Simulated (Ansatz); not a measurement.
# BH12NSi4: the cost of one run

Method: functionals in def2-TZVPP, the program's frozen cores in correlated methods; program: Ansatz 0.2.0, Gaussian basis.

Plan: LDA (SPW92), PBE-D4, revPBE-D4, BLYP-D4, r2SCAN-D4, B97M-V, PBE0-D4, B3LYP-D4, r2SCANh-D4, r2SCAN0-D4, HSE06-D4, BHLYP-D4, CAM-B3LYP-D4, LC-ωPBE, ωB97X-V, ωB97M-V, B2PLYP, PBE-QIDH; CCSD(T)/def2-SVP; MP2/def2-TZVPP; RPA on PBE.

1 further run of the same task is left out (it didn't finish). Runs told in other sessions of the task aren't counted.

### 1 The geometry

The geometry comes from an earlier relaxation with PBE0-D4 in a triple-zeta def2 set; it is a stationary point, not always the lowest conformer.

SMILES `BN([SiH2][SiH3])[SiH2][SiH3]`, 18 atoms, charge 0, spin multiplicity 1.

Atoms are counted from 1 here; the program's logs count them from 0.

Bond lengths: B1–N2 1.405 Å, B1–H7 1.201 Å, B1–H8 1.201 Å, N2–Si3 1.764 Å, N2–Si5 1.759 Å, Si3–Si4 2.341 Å, Si3–H9 1.490 Å, Si3–H10 1.486 Å, Si4–H11 1.488 Å, Si4–H12 1.488 Å, Si4–H13 1.488 Å, Si5–Si6 2.339 Å, Si5–H14 1.491 Å, Si5–H15 1.490 Å, Si6–H16 1.486 Å, Si6–H17 1.486 Å, Si6–H18 1.490 Å. Angles: N2–B1–H7 119.6°, N2–B1–H8 120.4°, H7–B1–H8 119.9°, B1–N2–Si3 118.5°, B1–N2–Si5 122.5°, Si3–N2–Si5 119.0°, N2–Si3–Si4 110.3°, N2–Si3–H9 107.1°, N2–Si3–H10 109.6°, Si4–Si3–H9 109.9°, Si4–Si3–H10 111.3°, H9–Si3–H10 108.6°, Si3–Si4–H11 109.6°, Si3–Si4–H12 110.0°, Si3–Si4–H13 110.6°, H11–Si4–H12 108.7°, H11–Si4–H13 108.9°, H12–Si4–H13 109.0° and more.

### 2 LDA

This LDA is Slater exchange with PW92 correlation.

Contents of in.yaml:

```yaml
crystal:
  periodic: [false, false, false]
  atoms:
    - {symbol: B, position_ang: [0.288195, -0.075686, -1.661805]}
    - {symbol: N, position_ang: [-0.405110, -0.154983, -0.441830]}
    - {symbol: Si, position_ang: [-0.818347, -1.749840, 0.189407]}
    - {symbol: Si, position_ang: [1.066815, -2.763343, 1.136720]}
    - {symbol: Si, position_ang: [-0.835393, 1.271192, 0.493706]}
    - {symbol: Si, position_ang: [0.100566, 3.218508, -0.401778]}
    - {symbol: H, position_ang: [0.567516, -1.083750, -2.252665]}
    - {symbol: H, position_ang: [0.603401, 0.990807, -2.114203]}
    - {symbol: H, position_ang: [-1.863655, -1.550577, 1.232392]}
    - {symbol: H, position_ang: [-1.389882, -2.583350, -0.899748]}
    - {symbol: H, position_ang: [1.604841, -1.900184, 2.222931]}
    - {symbol: H, position_ang: [2.121392, -2.941959, 0.102817]}
    - {symbol: H, position_ang: [0.715607, -4.092789, 1.706050]}
    - {symbol: H, position_ang: [-0.358170, 1.070933, 1.891968]}
    - {symbol: H, position_ang: [-2.319303, 1.384804, 0.561193]}
    - {symbol: H, position_ang: [1.580355, 3.109303, -0.488025]}
    - {symbol: H, position_ang: [-0.453331, 3.525637, -1.745847]}
    - {symbol: H, position_ang: [-0.243096, 4.336775, 0.520518]}
basis:
  gaussian: {orbitals: def2-TZVPP}
hamiltonian: {xc: lda}
output: {orbitals: {seedname: orbitals}}
```

Run with:

```bash
$ ansatz run in.yaml --threads 4 --pin off --events-out ev --progress --plain --max-ram 11315MiB
```

**Question.** How long does this run take on 4 threads of Arm Neoverse V1, shared host, and how much memory does it need?

About 3.9 s, with a peak of 0.85 GiB.
